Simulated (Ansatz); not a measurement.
# Cs2TlVF6 (database structure): how the settings move a single-point run

Question: which choices in the input matter for Cs2TlVF6 (database structure)?

Method: reference: DFT r2SCAN, plane waves, PAW, scalar-relativistic, no spin polarisation, in Ansatz 0.2.0.

### Step 1. The system as given

It takes space group Fm-3m (No. 225, cubic). Conventional cell: a = 9.252 Å, b = 9.252 Å, c = 9.252 Å, α = 90.00°, β = 90.00°, γ = 90.00°. Around V (site symmetry m-3m) lie 6 F at 1.94 Å. F (site symmetry 4mm) has 1 V at 1.94 Å and 1 Tl at 2.68 Å as nearest neighbours. Cs (site symmetry -43m) is surrounded by 12 F at 3.29 Å. Tl (site symmetry m-3m) is surrounded by 6 F at 2.68 Å.

Coordinates:

```
CELL_PARAMETERS angstrom
0.00000 4.62595 4.62595
4.62595 0.00000 4.62595
4.62595 4.62595 0.00000
ATOMIC_POSITIONS crystal
V 0.00000 0.00000 0.00000
F 0.79000 0.21000 0.21000
F 0.21000 0.79000 0.21000
F 0.21000 0.79000 0.79000
F 0.79000 0.21000 0.79000
F 0.21000 0.21000 0.79000
F 0.79000 0.79000 0.21000
Cs 0.25000 0.25000 0.25000
Cs 0.75000 0.75000 0.75000
Tl 0.50000 0.50000 0.50000
```

### Step 2. Baseline

The input, input.yaml:

```yaml
crystal:
  lattice:
    - [0.0, 4.62594603, 4.62594603]
    - [4.62594603, 0.0, 4.62594603]
    - [4.62594603, 4.62594603, 0.0]
  atoms:
    - { symbol: V, position: [0.0, 0.0, 0.0] }
    - { symbol: F, position: [0.79, 0.21, 0.21] }
    - { symbol: F, position: [0.21, 0.79, 0.21] }
    - { symbol: F, position: [0.21, 0.79, 0.79] }
    - { symbol: F, position: [0.79, 0.21, 0.79] }
    - { symbol: F, position: [0.21, 0.21, 0.79] }
    - { symbol: F, position: [0.79, 0.79, 0.21] }
    - { symbol: Cs, position: [0.25, 0.25, 0.25] }
    - { symbol: Cs, position: [0.75, 0.75, 0.75] }
    - { symbol: Tl, position: [0.5, 0.5, 0.5] }
  symmetry: { tolerance: 0.0003 }
kpoints:
  mp_grid: { grid: [4, 4, 4], shift: [0, 0, 0] }
magnetization:
  spin_polarized: false
scf:
  occupations: { method: cold, width: 0.1888 }
hamiltonian:
  pseudopotentials: { kind: paw }
  xc: r2scan
basis:
  ecutwfc: 500
output:
  forces: true
  stress: true
  eigenvalues: true
```

On the command line:

```
$ ansatz run input.yaml --threads 1 --pin off --max-ram 2560MiB --backend cpu --events-out ev --progress --plain --runs-dir out
```

### Step 3. Variant: symmetry.detect false, mp_grid.shift [0.5, 0.5, 0.5], dr2_threshold 1.0e-09, tolerance left out

input.yaml, as its differences from that of step 2:

```diff
@@ -16,5 +16,5 @@
     - { symbol: Tl, position: [0.5, 0.5, 0.5] }
-  symmetry: { tolerance: 0.0003 }
+  symmetry: { detect: false }
 kpoints:
-  mp_grid: { grid: [4, 4, 4], shift: [0, 0, 0] }
+  mp_grid: { grid: [4, 4, 4], shift: [0.5, 0.5, 0.5] }
 magnetization:
@@ -23,2 +23,3 @@
   occupations: { method: cold, width: 0.1888 }
+  convergence: { dr2_threshold: 1.0e-09 }
 hamiltonian:
```

### Step 4. Changing settings: ecutwfc 14.7 Ry

input.yaml, as its differences from that of step 2:

```diff
@@ -27,3 +27,3 @@
 basis:
-  ecutwfc: 500
+  ecutwfc: "14.7 Ry"
 output:
```

### Step 5. Variant: mp_grid.shift [0.5, 0.5, 0.5], spin_polarized left out

input.yaml, as its differences from that of step 2:

```diff
@@ -18,5 +18,3 @@
 kpoints:
-  mp_grid: { grid: [4, 4, 4], shift: [0, 0, 0] }
-magnetization:
-  spin_polarized: false
+  mp_grid: { grid: [4, 4, 4], shift: [0.5, 0.5, 0.5] }
 scf:
```

### Step 6. The same system, input altered

input.yaml, as its differences from that of step 2:

```diff
@@ -18,3 +18,3 @@
 kpoints:
-  mp_grid: { grid: [4, 4, 4], shift: [0, 0, 0] }
+  mp_grid: { grid: [2, 2, 2], shift: [0, 0, 0] }
 magnetization:
@@ -22,3 +22,4 @@
 scf:
-  occupations: { method: cold, width: 0.1888 }
+  occupations: { method: cold, width: 0.01 }
+  convergence: { dr2_threshold: 0.0001 }
 hamiltonian:
@@ -32 +33,5 @@
   eigenvalues: true
+  write_density: true
+  write_potential: true
+  elf: true
+  volumetric_format: npy
```

(Steps that only read results are left out.)

**Question.** What will these runs give? Wanted: for each run, ending; energy change; pressure; gap; force.

The runs gave:

```tsv
run	ending	energy change	pressure (GPa)	gap (eV)	force (eV/Å)	cycles	time
reference	converged	0	-0.6	0.00	0.04	9	8.8 s
1: symmetry.detect false, mp_grid.shift [0.5, 0.5, 0.5], dr2_threshold 1.0e-09, tolerance left out	converged	0.0 meV/atom	-0.6	0.00	0.04	14	45 s
2: ecutwfc 14.7 Ry	converged	+7.46 eV/atom	1.7	0.00	1.31	10	3.5 s
3: mp_grid.shift [0.5, 0.5, 0.5], spin_polarized left out	converged	0.0 meV/atom	-0.6	0.00	0.04	10	12 s
4: mp_grid.grid [2, 2, 2], occupations.width 0.01, dr2_threshold 0.0001	converged	+7.3 meV/atom (σ→0)	-0.7	0.00	0.11	8	8 s
```

Times don't compare one to one where runs were asked for different outputs or read a saved state (see the inputs); cycles may leave out searches for a lower state.

Residual by cycle in the longest SCF loop of each run; runs are numbered as in the table. The quantity is the density residual dr2, in eV.

```tsv
cycle	reference	run 1	run 2	run 3	run 4
1	0.277	0.277	19.3	0.277	0.288
2	0.123	0.122	3.68	0.122	0.174
3	0.0982	0.0982	0.0552	0.0982	0.149
5	0.0143	0.0149	7.3e-4	0.0173	0.0797
6	4.3e-4	0.00706	2.6e-4	0.0185	0.0211
7	4.9e-6	3.6e-4	1.9e-4	2.7e-4	4.9e-4
8	1.3e-7	1.0e-5	3.9e-5	6.8e-6	4.2e-5
9	2.1e-9	1.2e-6	1.2e-7	2.1e-7	-
10	-	1.0e-7	4.3e-9	1.5e-8	-
12	-	9.9e-9	-	-	-
13	-	1.7e-9	-	-	-
14	-	1.3e-10	-	-	-
```

**Reading.** Run 2 ran under the cutoff that the potentials recommend, as the log warns, so basis error is mixed into its values. The reference leaves spin out although V can carry a moment, so its state need not be the lowest.
